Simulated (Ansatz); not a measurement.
# BiTe (R-3m) in Ansatz: notebook

Runs on BiTe. Level: r2SCAN. Tasks: single point, equation of state.

Everything below comes from runs of Ansatz 0.2.0. Logs are shortened: lines on timing, memory, paths and dates and some standing lists are left out, and cuts for length are marked.

## 1. Starting point

Symmetry: R-3m, No. 166, trigonal system. Conventional cell: a = 4.845 Å, b = 4.845 Å, c = 9.952 Å, α = 90.00°, β = 90.00°, γ = 120.00°. Bi (site symmetry -3m) has 6 Te at 3.25 Å as nearest neighbours. Te (site symmetry -3m) is surrounded by 6 Bi at 3.25 Å.

The cell comes from a database or a generator and needn't be the stable form of this composition.

## 2. Single point, r2SCAN, 31.70 Å³/atom (volume scaled by 0.94)

input.yaml

```yaml
crystal:
  lattice:
    - [2.3732508797, 1.3701970343, 3.2495731172]
    - [-2.3732508797, 1.3701970343, 3.2495731172]
    - [0.0, -2.7403940685, 3.2495731172]
  atoms:
    - { symbol: Bi, position: [0.5, 0.5, 0.5] }
    - { symbol: Te, position: [0.0, 0.0, 0.0] }
hamiltonian:
  xc: r2scan
  pseudopotentials: { kind: paw }
kpoints:
  mp_grid: { grid: [7, 7, 7] }
scf:
  occupations: { method: fermi_dirac, width: 0.05 }
output:
  forces: true
  stress: true
  eigenvalues: true
```

Potentials or basis: Ansatz PAW.

Launch:

```sh
$ ansatz run input.yaml --threads 2 --pin off --max-ram 5632MiB --backend cpu --events-out ev --progress --plain --runs-dir out
```

Output:

```text
Warning: RAYON_NUM_THREADS=2 ignored (pool sized by the plan → 2); use --threads N
Engine: ansatz 0.2.0, x86_64-unknown-linux-gnu
Pseudopotentials: kind: paw
Pseudopotential: Bi, paw, valence charge 15, recommended cutoff 500 eV (meta_gga), Bi.paw.azcp
Pseudopotential: Te, paw, valence charge 16, recommended cutoff 500 eV (meta_gga), Te.paw.azcp
Functional definition: r2SCAN
  parameter k0 = 0.174
  parameter k1 = 0.065
  parameter a1 = 4.9479
  exchange = r2scan_x(k0 = k0, k1 = k1, a1 = a1)
  correlation = r2scan_c
Crystal: 2 atoms, lattice volume = 63.402 Å³
Basis set: ecut = 500 eV, 1613 PW (Γ), exchange–correlation on 128×128×128 points (64 copies of the dense FFT grid, shifted against one another)
Bands: 20, of which v1, the nominal top of the filled ones, is band 16 counted from 1 (15 counted from 0)
Symmetry: 12 space group operations
Space group: R-3m (ITA 166), of the structure as read, at distance tolerance 4.0e-5 Å
k-points: 44 of 343
Non-local potential: Bi, projectors of the file, l = 0: 2, l = 1: 2, l = 2: 2, l = 3: 2
Non-local potential: Te, projectors of the file, l = 0: 2, l = 1: 2, l = 2: 2, l = 3: 2
PAW form: soft (Blöchl's): semilocal exchange-correlation on the pseudo side does not see the compensation charge
PAW frozen core: Bi, regenerated for the run's functional (the file was generated under x = pbe(κ = 0.804, μ = 0.2195149727645171), c = pbe(β = 0.06672455060314922))
PAW frozen core: Te, regenerated for the run's functional (the file was generated under x = pbe(κ = 0.804, μ = 0.2195149727645171), c = pbe(β = 0.06672455060314922))
PAW one-centre angular grid: Bi, 590 points (default); XC on 160 Gauss nodes
PAW one-centre angular grid: Te, 590 points (default); XC on 160 Gauss nodes
Initial density: superposition of atomic densities (neutral atoms: chi_scale 0, normalization atom), corrected by the library's trained network
Initial wavefunctions: pseudopotential atomic-orbital guess
Functional: x = r2scan, c = r2scan; τ floored in thin density (d = 2e-4 eV/Å³)
SCF iter   1: F=—  HF=-19405.946208 eV  |F-HF|=—  |Δ(HF+E_count)|=         —  Δρ=2.76e-3  dr2=3.29e-3  dr2_τ=7.79e-4  ethr=1.77e-3  ⟨swp⟩=6.7  Hψ=4931  notcnv=0
preconditioner: auto → Kerker (q_TF=auto, 2.422 Å⁻¹)  [metal: Δε(μ)=0.058 eV  Ē_g=10.227 eV  σ=0.050 eV  W_gap=0.28  n_scr=14 (ndim 8)  ℏωp=15.5 eV  f_vac=0.000  D(μ)=1.51/eV (n_scr^D=14)]
SCF iter   2: F=—  HF=-19405.956903 eV  |F-HF|=—  |Δ(HF+E_count)|=   1.07e-2  Δρ=1.81e-3  dr2=1.89e-3  dr2_τ=4.34e-5  ethr=1.06e-5  ⟨swp⟩=2.0  Hψ=1768  notcnv=0  defer=10
SCF iter   3: F=—  HF=-19405.957703 eV  |F-HF|=—  |Δ(HF+E_count)|=   8.00e-4  Δρ=4.34e-4  dr2=1.63e-4  dr2_τ=5.88e-6  ethr=6.10e-6  ⟨swp⟩=2.7  Hψ=1439  notcnv=0  defer=10
SCF iter   4: F=—  HF=-19405.957744 eV  |F-HF|=—  |Δ(HF+E_count)|=   4.15e-5  Δρ=1.41e-4  dr2=1.87e-5  dr2_τ=2.78e-7  ethr=5.26e-7  ⟨swp⟩=2.0  Hψ=1117  notcnv=0  defer=10
SCF iter   5: F=—  HF=-19405.957735 eV  |F-HF|=—  |Δ(HF+E_count)|=   9.61e-6  Δρ=5.63e-5  dr2=3.61e-6  dr2_τ=4.41e-8  ethr=6.05e-8  ⟨swp⟩=2.8  Hψ=1535  notcnv=0  defer=10
SCF iter   6: F=—  HF=-19405.957735 eV  |F-HF|=—  |Δ(HF+E_count)|=   1.14e-7  Δρ=1.40e-5  dr2=1.19e-7  dr2_τ=2.04e-9  ethr=1.16e-8  ⟨swp⟩=2.0  Hψ=1118  notcnv=0  defer=10
SCF iter   7: F=-19405.957735 eV  HF=-19405.957735 eV  |F-HF|=4.92e-9  |Δ(HF+E_count)|=   6.00e-8  Δρ=3.67e-6  dr2=7.39e-9  dr2_τ=3.45e-10  ethr=3.23e-10  ⟨swp⟩=7.2  Hψ=4352  notcnv=0
SCF 1 converged in 7 iterations: F = -19405.957735 eV  dr2 = 7.39e-9
SCF converged after 7 iterations
Free energy (F): -19405.957735 eV
Harris-Foulkes:  -19405.957735 eV  (|F-HF|=4.92e-9)
Internal energy: -19405.945038 eV  (E = F + TS)
E sigma→0 (E₀):  -19405.951387 eV
Entropy (-TS):   -0.012696 eV (-6.348 meV/atom)
Fermi energy:    10.808366 eV
--- Per-component energies (eV) ---
  E_band       = -358.575490
  E_kinetic    = 481.878142
  E_local      = -2643.049309  (includes V_loc(G=0)·N_el)
  E_nonlocal   = 251.439781
  E_hartree    = 1244.589842
  E_xc         = -256.551410
  E_vxc        = -268.877638  (∫ρ·V_xc dr)
  E_paw        = -15374.811795  (= ΣΔE_a)
  E_vpaw       = -686.788670  (= ΣTr[D̂ρ^β])
  E_aug_tail   = -0.000306  (compensation charges beyond the density's cutoff)
  E_vtau       = 17.643324  (kinetic-family band-sum trace: ∫τ·v_τ [+ j·A + Jᵃ·Aᵃ] dr)
  E_ewald      = -3110.600387
  E_core_change = 1.160403  (= ΣΔE_core)
  E_smearing   = -0.012696  (= −TS)
  E_closure    = -0.000000  (closes the sum)
  Σ components = -19405.957735   (vs F -19405.957735, Δ=0.00e0)
--- Forces (eV/Å), atoms counted from 1 ---
  atom   1  Bi     0.00000000     0.00000000    -0.00000000
  atom   2  Te     0.00000000     0.00000000     0.00000000
  max |Σ_I F_I| component: 4.98e-29 eV/Å
--- Stress (GPa, compression-positive) ---
        3.149578       0.000000       0.000000
        0.000000       3.149578      -0.000000
        0.000000      -0.000000       2.344289
  P = ⅓ Tr σ = 2.8811 GPa (28.811 kbar)
--- Band table (eV; the first three rows and the last of 44) ---
  k-point 0: bands = ["-27.5079", "-27.5079", "-27.4699", "-27.4699", "-27.4516", "-13.3485", "-13.3485", "-13.3270", "-13.3270", "-13.3038", "-3.7777", "2.5706", "7.3985", "7.3985", "8.8410", "12.8228", "13.5940", "13.5940", "15.0741", "15.0741"]
  k-point 1: bands = ["-27.5078", "-27.5078", "-27.4699", "-27.4696", "-27.4515", "-13.3486", "-13.3481", "-13.3287", "-13.3253", "-13.3032", "-3.5793", "1.9671", "7.5321", "7.8116", "8.7664", "12.1503", "12.7654", "12.9940", "15.3833", "15.6200"]
  k-point 2: bands = ["-27.5077", "-27.5076", "-27.4699", "-27.4689", "-27.4514", "-13.3495", "-13.3479", "-13.3320", "-13.3217", "-13.3012", "-2.9921", "0.6560", "7.9234", "8.4631", "8.9018", "10.9483", "11.3681", "12.0515", "16.2629", "16.3327"]
  k-point 43: bands = ["-27.5079", "-27.5078", "-27.4679", "-27.4679", "-27.4516", "-13.3589", "-13.3568", "-13.3101", "-13.3094", "-13.3064", "-1.1947", "-0.6355", "6.4369", "7.5118", "7.7700", "9.9993", "10.0995", "11.5509", "18.4526", "19.0822"]
```

Wall time 12 s (2 threads of Intel Xeon at 2.50GHz (Skylake/Cascade Lake), shared host); peak memory 0.55 GiB.

What came out:

| Property | Result |
| --- | --- |
| Free energy | -19405.9577 eV |
| Pressure | 2.9 GPa |
| Band gap on the k mesh | none (metal or under the smearing width) |

Caveat: spin-orbit coupling is left out, which moves the levels of the heavy elements; the PAW data sets come from PBE, with cores solved anew for the run's functional, which leaves a small shift of forces and pressure.

## 3. Single point, r2SCAN, 32.38 Å³/atom (volume scaled by 0.96)

Edit input.yaml of step 2 so:

```diff
@@ -2,5 +2,5 @@
   lattice:
-    - [2.3732508797, 1.3701970343, 3.2495731172]
-    - [-2.3732508797, 1.3701970343, 3.2495731172]
-    - [0.0, -2.7403940685, 3.2495731172]
+    - [2.3899644647, 1.3798466271, 3.2724581889]
+    - [-2.3899644647, 1.3798466271, 3.2724581889]
+    - [0.0, -2.7596932542, 3.2724581889]
   atoms:
```

Potentials or basis: Ansatz PAW.

Launch:

```sh
$ ansatz run input.yaml --threads 2 --pin off --max-ram 5632MiB --backend cpu --events-out ev --progress --plain --runs-dir out
```

Wall time 13 s (2 threads of Intel Xeon at 2.50GHz (Skylake/Cascade Lake), shared host); peak memory 0.54 GiB.

The run converged. Its results:

* Free energy: -19405.9764 eV
* Pressure: 1.6 GPa
* Band gap on the k mesh: none (metal or under the smearing width)

Caveat: spin-orbit coupling is left out, which moves the levels of the heavy elements; the PAW data sets come from PBE, with cores solved anew for the run's functional, which leaves a small shift of forces and pressure.

## 4. Single point, r2SCAN, 33.05 Å³/atom (volume scaled by 0.98)

Edit input.yaml of step 3 so:

```diff
@@ -2,5 +2,5 @@
   lattice:
-    - [2.3899644647, 1.3798466271, 3.2724581889]
-    - [-2.3899644647, 1.3798466271, 3.2724581889]
-    - [0.0, -2.7596932542, 3.2724581889]
+    - [2.4064474992, 1.3893631114, 3.2950275793]
+    - [-2.4064474992, 1.3893631114, 3.2950275793]
+    - [0.0, -2.7787262229, 3.2950275793]
   atoms:
```

Launch:

```sh
$ ansatz run input.yaml --threads 2 --pin off --max-ram 5632MiB --backend cpu --events-out ev --progress --plain --runs-dir out
```

Run time: 13 s. Hardware: 2 threads of Intel Xeon at 2.50GHz (Skylake/Cascade Lake), shared host; peak memory 0.54 GiB.

Results (log left out):

| Property | Result |
| --- | --- |
| Free energy | -19405.9849 eV |
| Pressure | 0.4 GPa |
| Band gap on the k mesh | none (metal or under the smearing width) |

Caveat: spin-orbit coupling is left out, which moves the levels of the heavy elements; the PAW data sets come from PBE, with cores solved anew for the run's functional, which leaves a small shift of forces and pressure.

## 5. Single point, r2SCAN, 33.72 Å³/atom

Edit input.yaml of step 4 so:

```diff
@@ -2,5 +2,5 @@
   lattice:
-    - [2.4064474992, 1.3893631114, 3.2950275793]
-    - [-2.4064474992, 1.3893631114, 3.2950275793]
-    - [0.0, -2.7787262229, 3.2950275793]
+    - [2.4227077728, 1.3987509848, 3.3172919545]
+    - [-2.4227077728, 1.3987509848, 3.3172919545]
+    - [0.0, -2.7975019696, 3.3172919545]
   atoms:
```

Launch:

```sh
$ ansatz run input.yaml --threads 2 --pin off --max-ram 5632MiB --backend cpu --events-out ev --progress --plain --runs-dir out
```

Wall time 12 s (2 threads of Intel Xeon at 2.50GHz (Skylake/Cascade Lake), shared host); peak memory 0.55 GiB.

It converged, with:

```yaml
Free_energy: -19405.9840 eV
Pressure: -0.6 GPa
Band_gap_on_the_k_mesh: none (metal or under the smearing width)
```

Caveat: spin-orbit coupling is left out, which moves the levels of the heavy elements; the PAW data sets come from PBE, with cores solved anew for the run's functional, which leaves a small shift of forces and pressure.

## 6. Single point, r2SCAN, 34.40 Å³/atom (volume scaled by 1.02)

Edit input.yaml of step 5 so:

```diff
@@ -2,5 +2,5 @@
   lattice:
-    - [2.4227077728, 1.3987509848, 3.3172919545]
-    - [-2.4227077728, 1.3987509848, 3.3172919545]
-    - [0.0, -2.7975019696, 3.3172919545]
+    - [2.4387526627, 1.4080145063, 3.3392614156]
+    - [-2.4387526627, 1.4080145063, 3.3392614156]
+    - [0.0, -2.8160290126, 3.3392614156]
   atoms:
```

Potentials or basis: Ansatz PAW.

Launch:

```sh
$ ansatz run input.yaml --threads 2 --pin off --max-ram 5632MiB --backend cpu --events-out ev --progress --plain --runs-dir out
```

Wall time 13 s (2 threads of Intel Xeon at 2.50GHz (Skylake/Cascade Lake), shared host); peak memory 0.55 GiB.

It converged, with:

```
Free energy            : -19405.9750 eV
Pressure               : -1.5 GPa
Band gap on the k mesh : none (metal or under the smearing width)
```

Caveat: spin-orbit coupling is left out, which moves the levels of the heavy elements; the PAW data sets come from PBE, with cores solved anew for the run's functional, which leaves a small shift of forces and pressure.

## 7. Single point, r2SCAN, 35.07 Å³/atom (volume scaled by 1.04)

Edit input.yaml of step 6 so:

```diff
@@ -2,5 +2,5 @@
   lattice:
-    - [2.4387526627, 1.4080145063, 3.3392614156]
-    - [-2.4387526627, 1.4080145063, 3.3392614156]
-    - [0.0, -2.8160290126, 3.3392614156]
+    - [2.4545891627, 1.4171577139, 3.3609455389]
+    - [-2.4545891627, 1.4171577139, 3.3609455389]
+    - [0.0, -2.8343154277, 3.3609455389]
   atoms:
```

Launch:

```sh
$ ansatz run input.yaml --threads 2 --pin off --max-ram 5632MiB --backend cpu --events-out ev --progress --plain --runs-dir out
```

Run time: 14 s. Hardware: 2 threads of Intel Xeon at 2.50GHz (Skylake/Cascade Lake), shared host; peak memory 0.62 GiB.

The run converged. Its results:

* Free energy: -19405.9585 eV
* Pressure: -2.4 GPa
* Band gap on the k mesh: none (metal or under the smearing width)

Caveat: spin-orbit coupling is left out, which moves the levels of the heavy elements; the PAW data sets come from PBE, with cores solved anew for the run's functional, which leaves a small shift of forces and pressure.

## 8. Single point, r2SCAN, 35.75 Å³/atom (volume scaled by 1.06)

Edit input.yaml of step 7 so:

```diff
@@ -2,5 +2,5 @@
   lattice:
-    - [2.4545891627, 1.4171577139, 3.3609455389]
-    - [-2.4545891627, 1.4171577139, 3.3609455389]
-    - [0.0, -2.8343154277, 3.3609455389]
+    - [2.4702239101, 1.4261844395, 3.3823534125]
+    - [-2.4702239101, 1.4261844395, 3.3823534125]
+    - [0.0, -2.852368879, 3.3823534125]
   atoms:
```

Launch:

```sh
$ ansatz run input.yaml --threads 2 --pin off --max-ram 5632MiB --backend cpu --events-out ev --progress --plain --runs-dir out
```

It took 16 s on 2 threads of Intel Xeon at 2.50GHz (Skylake/Cascade Lake), shared host; peak memory 0.62 GiB.

Results (log left out):

```yaml
Free_energy: -19405.9355 eV
Pressure: -3.1 GPa
Band_gap_on_the_k_mesh: none (metal or under the smearing width)
```

Caveat: spin-orbit coupling is left out, which moves the levels of the heavy elements; the PAW data sets come from PBE, with cores solved anew for the run's functional, which leaves a small shift of forces and pressure.

## 9. Equation of state, r2SCAN

Potentials or basis: Ansatz PAW.

This step only gathers the single runs of the series.

Results:

```yaml
Equilibrium_volume: 33.32 Å³/atom
Bulk_modulus_at_fixed_shape_and_positions: 52 GPa
Pressure_derivative_of_the_bulk_modulus: 4.5
```

Energy against volume, from the lowest point:
```csv
volume (Å³/atom),energy (meV/atom)
31.701,13.56
32.376,4.20
33.050,0.00
33.725,0.41
34.399,4.93
35.074,13.15
35.748,24.67
```

Caveat: the cell was scaled at fixed shape and fractional positions, which overstates the stiffness of a crystal with free parameters, most of all of layers and chains; the PAW data sets were made with another functional, which shifts forces and pressure a little; spin-orbit coupling is left out, which moves the levels of the heavy elements.
